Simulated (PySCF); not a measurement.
# NEVPT2(3,3)/STO-3G run of SiCl3 (SMILES Cl[Si](Cl)Cl)

What is the energy change on altering one bond length of SiCl3 at NEVPT2(3,3)/STO-3G? Input form: a Python script.

The calculation is run with PySCF 2.14.0.

15 further runs of the same task are left out: 8 that didn't finish, 7 set aside as unsound or not needed.

### 1 The molecule

SiCl3: 4 atoms, total charge 0, spin state doublet. SMILES: `Cl[Si](Cl)Cl`. The shape is that of a PBE0-D4/def2-TZVP optimisation.

Bond lengths: Cl1–Si2 2.043 Å, Si2–Cl3 2.043 Å, Si2–Cl4 2.043 Å. Angles: Cl1–Si2–Cl3 109.4°, Cl1–Si2–Cl4 109.4°, Cl3–Si2–Cl4 109.5°.

### 2 The energy at NEVPT2(3,3)/STO-3G

File input.py:

```python
# Cl[Si](Cl)Cl
import numpy
from pyscf import gto, scf, mp, mcscf, mrpt

mol = gto.Mole()
mol.atom = '''
Cl    -2.881454    -1.117962     1.946607
Si     0.219397     0.735859     0.586949
Cl     3.202519    -1.707934     0.413850
Cl    -0.540462     2.089848    -2.947406
'''
mol.unit = 'bohr'
mol.max_memory = 1860
mol.basis = 'sto-3g'
mol.verbose = 3
mol.charge = 0
mol.spin = 1
mol.build()

hf = scf.ROHF(mol)
hf.conv_tol = 1e-10
hf.kernel()
if not hf.converged:
    hf = hf.newton().run(hf.mo_coeff, hf.mo_occ)

pt = mp.MP2(scf.addons.convert_to_uhf(hf)).run()
noons, natorbs = mcscf.addons.make_natural_orbitals(pt)
print('natural occupations', numpy.round(noons[:40], 4))
cas = mcscf.CASSCF(hf, 3, 3)
cas.fix_spin_(ss=0.75)
cas.natorb = True
cas.kernel(natorbs)
e_pt2 = mrpt.NEVPT(cas).kernel()
energy = cas.e_tot + e_pt2
print('E(%s) = %.9f' % ('NEVPT2', energy))
```

The run is started by

```bash
$ OMP_NUM_THREADS=1 python input.py
```

Output:

```text
converged SCF energy = -1649.46150925349
E(UMP2) = -1649.50298409107  E_corr = -0.0414748375801626
E(SCS-UMP2) = -1649.50459781225  E_corr = -0.0430885587578786
natural occupations [2.     2.     2.     2.     2.     2.     2.     2.     2.     2.
 2.     2.     2.     2.     2.     2.     2.     1.9998 1.9998 1.9998
 1.9996 1.9996 1.9995 1.9989 1.9985 1.9985 1.9981 1.9981 1.9966 1.9909
 1.9888 1.9888 1.0039 0.0161 0.0124 0.0124]
CASSCF energy = -1649.47011792521
CASCI E = -1649.47011792521  E(CI) = -2.54076472786687  S^2 = 0.7500000
Sr    (-1)',   E = -0.00014931549280
Si    (+1)',   E = -0.00178212957869
Sijrs (0)  ,   E = -0.01446647864795
Sijr  (+1) ,   E = -0.00934318522577
Srsi  (-1) ,   E = -0.00142681999416
Srs   (-2) ,   E = -0.00048288710872
Sij   (+2) ,   E = -0.00180088050328
Sir   (0)' ,   E = -0.00580795921812
Nevpt2 Energy = -0.035259655769487
E(NEVPT2) = -1649.505377581
```

It took 1.6 s on 1 thread of Intel Xeon Platinum 8488C (Sapphire Rapids), shared host; peak memory 0.13 GiB.

### 3 The distorted shape

File calc.py:

```python
import numpy
from pyscf import gto, scf, mp, mcscf, mrpt

mol = gto.M(
    atom='Cl -2.787673 0.442954 1.103380; Si -1.146773 1.423954 0.383880; Cl 1.694700 -0.903800 0.219000; Cl -1.548873 2.140454 -1.486420',
    basis='sto-3g',
    verbose=3,
    max_memory=1860,
    spin=1,
)

mf = mol.ROHF()
mf.conv_tol = 1e-10
mf.kernel()
if not mf.converged:
    mf = mf.newton().run(mf.mo_coeff, mf.mo_occ)

pt = mp.MP2(scf.addons.convert_to_uhf(mf)).run()
noons, natorbs = mcscf.addons.make_natural_orbitals(pt)
print('natural occupations', numpy.round(noons[:40], 4))
cas = mcscf.CASSCF(mf, 3, 3)
cas.fix_spin_(ss=0.75)
cas.natorb = True
cas.kernel(natorbs)
e_pt2 = mrpt.NEVPT(cas).kernel()
e_final = cas.e_tot + e_pt2
print(f'total energy: {e_final:.8f} hartree')
```

The run is started by

```bash
$ OMP_NUM_THREADS=1 python calc.py
```

Output:

```text
converged SCF energy = -1649.37843934909
E(UMP2) = -1649.41964792419  E_corr = -0.0412085751075035
E(SCS-UMP2) = -1649.42206447774  E_corr = -0.0436251286490135
natural occupations [2.     2.     2.     2.     2.     2.     2.     2.     2.     2.
 2.     2.     2.     2.     2.     2.     2.     2.     2.     2.
 1.9998 1.9998 1.9998 1.9997 1.9997 1.9987 1.9985 1.9965 1.9936 1.991
 1.9897 1.9791 1.     0.0213 0.0166 0.0162]
CASSCF energy = -1649.39159875637
CASCI E = -1649.39159875637  E(CI) = -2.14136499191454  S^2 = 0.7500000
Sr    (-1)',   E = -0.00000001624307
Si    (+1)',   E = -0.00000699291346
Sijrs (0)  ,   E = -0.01477728268363
Sijr  (+1) ,   E = -0.00976748357159
Srsi  (-1) ,   E = -0.00089897187096
Srs   (-2) ,   E = -0.00348883503966
Sij   (+2) ,   E = -0.00123840259421
Sir   (0)' ,   E = -0.00073509055801
Nevpt2 Energy = -0.030913075474589
total energy: -1649.42251183 hartree
```

Wall time 1.1 s (1 thread of Intel Xeon Platinum 8488C (Sapphire Rapids), shared host); peak memory 0.13 GiB.

### 4 Summary of results

Level: NEVPT2(3,3)/STO-3G.

| quantity | value |
| --- | --- |
| first shape: total energy | -1649.50538 Eh |
| first shape: dipole moment (Hartree–Fock density) | 2.53 D |
| distorted shape: total energy | -1649.42251 Eh |
| distorted shape: dipole moment (Hartree–Fock density) | 2.40 D |
| energy change with the Si2–Cl3 bond stretched from 2.043 to 3.677 Å | 2.255 eV |

In words: With the Si2–Cl3 bond stretched from 2.043 to 3.677 Å the energy rises by 2.25 eV (218 kJ/mol). The first shape isn't relaxed at this level, so the change isn't measured from a minimum. The minimal basis adds a large error of its own.
